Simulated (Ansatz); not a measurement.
I need band-curvature effective masses by finite differences of GeTePb₂Se₂, space group P3m1. Use Ansatz 0.2.0 through its Python package. Use (first run): PBEsol, PAW, cutoff 272 eV, 3×3×1 k-points, fixed occupations, D3BJATM dispersion.

```
Ge Te Pb Se
1.0
     4.32053    0.00000    0.00000
    -2.16026    3.74169    0.00000
     0.00000    0.00000   10.83392
Ge Te Pb Se
1 1 2 2
Direct
  0.00000 0.00000 0.00620
  0.66667 0.33333 0.86465
  0.66667 0.33333 0.31332
  0.33333 0.66667 0.65422
  0.33333 0.66667 0.16037
  0.00000 0.00000 0.50123
```

`getepb2se2_mass.py`
```python
'''Effective masses of GeTePb2Se2 by finite differences.'''

import warnings

import ansatz
import numpy as np

warnings.simplefilter('ignore', ansatz.DeckWarning)

structure = (
    ansatz.Lattice.of((4.320526, 0.0, 0.0), (-2.160263, 3.741685, 0.0), (0.0, 0.0, 10.833923))
    .atom('Ge', (0.0, 0.0, 0.006203))
    .atom('Te', (2 / 3, 1 / 3, 0.864654))
    .atom('Pb', (2 / 3, 1 / 3, 0.313318))
    .atom('Pb', (1 / 3, 2 / 3, 0.654224))
    .atom('Se', (1 / 3, 2 / 3, 0.160367))
    .atom('Se', (0.0, 0.0, 0.501233))
)

model = (
    structure.calculation()
    .functional(ansatz.Functional.PBESOL, dispersion='d3bjatm')
    .basis(10 * ansatz.Ha, density_ratio=4)
    .accuracy('medium')
    .kpoints(3, 3, 1, center='gamma')
    .mixing('broyden', ndim=6, beta=0.2)
    .eigensolver('davidson', mixed_precision=False)
    .scf(extra_bands=2)
    .occupations('fixed')
)
# find the band extrema among the mesh points first
result = model.band_table().run(threads=1)
summary = result.report
levels = np.array(summary['eigenvalues_ev'])
filled = round(summary['n_electrons'] / 2)
edges = {'top filled band': (filled - 1, levels[:, filled - 1].argmax()), 'lowest empty band': (filled, levels[:, filled].argmin())}
gap = levels[:, filled].min() - levels[:, filled - 1].max()
print(f'gap on the mesh {gap:.3f} eV')
if gap <= 0.05:
    print('no gap: band-edge masses have no meaning here')
    edges = {}
reciprocal = 2 * np.pi * np.linalg.inv(result.lattice.cell_ang).T
step = 0.01  # 1/A

# second differences give the curvature tensor; masses are hbar^2/m_e = 7.61996 eV A^2 over its eigenvalues
pairs = [(0, 1), (0, 2), (1, 2)]
moves = [sign * axis for axis in np.eye(3) for sign in (-1, 1)]
moves += [s1 * np.eye(3)[i] + s2 * np.eye(3)[j] for i, j in pairs for s1 in (1, -1) for s2 in (1, -1)]
for name, (band, index) in edges.items():
    together = int(np.sum(np.abs(levels[index] - levels[index, band]) < 2e-3))
    print(name, 'at k =', np.round(summary['kpoints_frac'][index], 4), f'E = {levels[index, band]:.4f} eV, degeneracy {together}')
    centre = np.array(summary['kpoints_frac'][index]) @ reciprocal
    points = [centre] + [centre + step * move for move in moves]
    table = model.band_structure(points, intervals=1, cartesian=True).run(threads=1).band_structure().channels[0].eigenvalues_ev
    if together > 1:
        level = np.flatnonzero(np.abs(levels[index] - levels[index, band]) < 2e-3)
        along = (table[1, level] + table[2, level] - 2 * table[0, level]) / step ** 2
        print('  degenerate level, no single mass tensor; masses of its branches along x:', np.round(7.61996 / along, 3), 'm_e')
        continue
    e = table[:, band]
    hessian = np.diag((e[1:7:2] + e[2:7:2] - 2 * e[0]) / step ** 2)
    for (i, j), (pp, pm, mp, mm) in zip(pairs, e[7:].reshape(3, 4)):
        hessian[i, j] = hessian[j, i] = (pp - pm - mp + mm) / (4 * step ** 2)
    curvatures, axes = np.linalg.eigh(hessian)
    slope = (e[2:7:2] - e[1:7:2]) / (2 * step)
    print('  slope (eV A):', np.round(slope, 3) + 0.0, '' if np.abs(slope).max() < 0.05 else '- no extremum here, so these are local curvatures and no band-edge masses')
    for curvature, axis in zip(curvatures, axes.T):
        print(f'  principal mass {7.61996 / curvature:8.3f} m_e along', np.round(axis, 2) + 0.0)
```

Output of `python getepb2se2_mass.py`:
```text
RunWarning: dispersion: an atom stands within reach of a switch of its C6 between two reference coordination numbers of its element: through that C6 alone, e_disp changes by 0.025 eV or more while the distances to its neighbours run over a stretch of 0.05 Å that contains this geometry (sites counted from 0 in the [...]
gap on the mesh 1.652 eV
top filled band at k = [0. 0. 0.] E = 7.8403 eV, degeneracy 1
  slope (eV A): [0. 0. 0.]
  principal mass    0.388 m_e along [0. 0. 1.]
  principal mass    0.185 m_e along [0. 1. 0.]
  principal mass    0.185 m_e along [-1.  0.  0.]
lowest empty band at k = [0. 0. 0.] E = 9.4919 eV, degeneracy 1
  slope (eV A): [0. 0. 0.]
  principal mass   -0.153 m_e along [0. 0. 1.]
  principal mass   -0.235 m_e along [-0.01  1.    0.  ]
  principal mass   -0.235 m_e along [1.   0.01 0.  ]
```
(Warnings from the package without file and line, shortened.)

Notes:
- The settings weren't tested for convergence.
- The cutoff lies under the one recommended for these potentials.
- Along an axis with an odd division the mesh misses the point at one half; a gap read on a finite mesh is an upper bound on this functional's gap.
- Spin-orbit coupling, left out here, can change this gap by several tenths of an eV, and inverted bands can meet off the mesh.
- The computed bands are complete only to about 2.2 eV above the Fermi level.
- Energy and stress may still move on a finer k-point mesh.
- This cell is a computed structure, which may not be the phase found in nature.
- Levels are Kohn-Sham eigenvalues on this mesh, without spin-orbit coupling.
- The masses are finite-difference curvatures at extrema found on a coarse mesh, which needn't be the true band edges; a step that is long against the gap makes them too heavy. At a valence maximum the curvature is negative (the hole mass is its size); mixed signs mark a saddle. Spin-orbit coupling is left out, and light masses scale with the Kohn-Sham gap.
- The script silences the warnings on its input, which a real study should read.
- The whole script took 16 s on 1 thread of Arm Neoverse V2 (shared host), peak memory 0.43 GiB.
